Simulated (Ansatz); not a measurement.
# CoSn: the cost of one run

Method: DFT r²SCAN, scalar-relativistic, plane waves, PAW, in Ansatz 0.2.0.

2 further runs of the same task are left out: 2 that didn't finish. Runs told in other sessions of the task aren't counted.

## 1. Starting point

It takes space group P6/mmm (No. 191, hexagonal). The conventional cell has a = 5.244 Å, b = 5.244 Å, c = 4.183 Å, α = 90.00°, β = 90.00°, γ = 120.00°. Co (site symmetry mmm) is surrounded by 6 Sn at 2.58 to 2.62 Å and 4 Co at 2.62 Å. Sn (site symmetry -6m2) is surrounded by 6 Co at 2.58 Å. Around Sn (site symmetry 6/mmm) lie 6 Co at 2.62 Å.

Structure file:

```
CELL_PARAMETERS angstrom
5.24375 0.00000 0.00000
-2.62187 4.54122 0.00000
0.00000 0.00000 4.18294
ATOMIC_POSITIONS crystal
Co 0.00000 0.50000 0.00000
Co 0.50000 0.50000 0.00000
Co 0.50000 0.00000 0.00000
Sn 0.66667 0.33333 0.50000
Sn 0.33333 0.66667 0.50000
Sn 0.00000 0.00000 0.00000
```

This cell comes from an earlier session at r²SCAN: 16.601 Å³/atom at 0.00 GPa, on a 6×6×8 mesh.

Volume factors to run: 0.980, 1.020, 0.960, 1.040, 1.070.

## 2. Scaling the volume by 0.980

File input.yaml:

```yaml
crystal:
  lattice:
    - [5.2085542902, 0.0, 0.0]
    - [-2.6042771451, 4.5107403323, 0.0]
    - [0.0, 0.0, 4.1548673191]
  atoms:
    - { symbol: Co, position: [0.0, 0.5, 0.0], spin: 0.05 }
    - { symbol: Co, position: [0.5, 0.5, 0.0], spin: 0.05 }
    - { symbol: Co, position: [0.5, 0.0, 0.0], spin: 0.05 }
    - { symbol: Sn, position: [0.6666666667, 0.3333333333, 0.5] }
    - { symbol: Sn, position: [0.3333333333, 0.6666666667, 0.5] }
    - { symbol: Sn, position: [0.0, 0.0, 0.0] }
basis:
  ecutwfc: 500
  ecutrho_ratio: 4
kpoints:
  mp_grid: { grid: [6, 6, 8] }
hamiltonian:
  xc: r2scan
scf:
  occupations: { method: gaussian, width: 0.05 }
output:
  forces: true
  stress: true
  eigenvalues: true
  populations: true
magnetization:
  spin_polarized: true
relax:
  f_tol: 0.01
  max_steps: 40
  cell: { stress_tol: 0.1, fix: [volume] }
```

On the command line:

```bash
ansatz run input.yaml --threads 4 --pin off --max-ram 7168MiB --backend cpu --events-out ev --progress --plain --runs-dir out
```

Q: Estimate wall time and peak memory on 4 threads of Arm Neoverse V2, shared host.

About 52 s, with a peak of 0.93 GiB.
